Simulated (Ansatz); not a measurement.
# Co3Si: the cost of one run

Computed with Ansatz 0.2.0 (DFT PBEsol, scalar-relativistic, plane waves, PAW, unless a step's input says otherwise).

1 further run of the same task is left out (set aside as unsound or not needed). Runs told in other sessions of the task aren't counted.

### Step 1. The structure to begin with

The structure is hexagonal, space group P6_3/mmc (No. 194). The conventional cell has a = 4.889 Å, b = 4.889 Å, c = 3.904 Å, α = 90.00°, β = 90.00°, γ = 120.00°. Around Co (site symmetry mm2) lie 8 Co at 2.41 to 2.45 Å and 4 Si at 2.41 to 2.44 Å. Si (site symmetry -6m2) is surrounded by 12 Co at 2.41 to 2.44 Å.

Coordinates:

```
Co Si
1.0
     4.88913    0.00000    0.00000
    -2.44457    4.23411    0.00000
     0.00000    0.00000    3.90407
Co Si
6 2
Direct
  0.16642 0.33284 0.75000
  0.66716 0.83358 0.75000
  0.16642 0.83358 0.75000
  0.83358 0.66716 0.25000
  0.33284 0.16642 0.25000
  0.83358 0.16642 0.25000
  0.66667 0.33333 0.75000
  0.33333 0.66667 0.25000
```

It goes back to an entry of the Materials Project, which need not be the stable form.

It is the result of an earlier relaxation at this level (volume 10.10 Å³/atom; gap on the mesh: none (metal)).

### Step 2. Point at V/V0 = 0.97

File input.yaml:

```yaml
crystal:
  lattice:
    - [4.8397416043, 0.0, 0.0]
    - [-2.4198708022, 4.1913391771, 0.0]
    - [0.0, 0.0, 3.8646356125]
  atoms:
    - { symbol: Co, position: [0.166418912, 0.3328378239, 0.75] }
    - { symbol: Co, position: [0.6671621761, 0.833581088, 0.75] }
    - { symbol: Co, position: [0.166418912, 0.833581088, 0.75] }
    - { symbol: Co, position: [0.833581088, 0.6671621761, 0.25] }
    - { symbol: Co, position: [0.3328378239, 0.166418912, 0.25] }
    - { symbol: Co, position: [0.833581088, 0.166418912, 0.25] }
    - { symbol: Si, position: [0.6666666667, 0.3333333333, 0.75] }
    - { symbol: Si, position: [0.3333333333, 0.6666666667, 0.25] }
basis:
  ecutwfc: 420
kpoints:
  mp_grid: { grid: [12, 12, 10] }
hamiltonian:
  xc: pbesol
scf:
  occupations: { method: gaussian, width: 0.1 }
output:
  forces: true
  stress: true
  eigenvalues: true
relax:
  adjacent_minimum: "off"
  f_tol: 0.01
  max_steps: 30
  cell: { stress_tol: 0.1, fix: [volume] }
```

Started as:

```sh
$ ansatz run input.yaml --threads 2 --pin off --max-ram 5120MiB --backend cpu --events-out ev --progress --plain --runs-dir out
```

What time and memory should one allow on 2 threads of Arm Neoverse V1, shared host?

About 80 s, with a peak of 0.7 GiB.
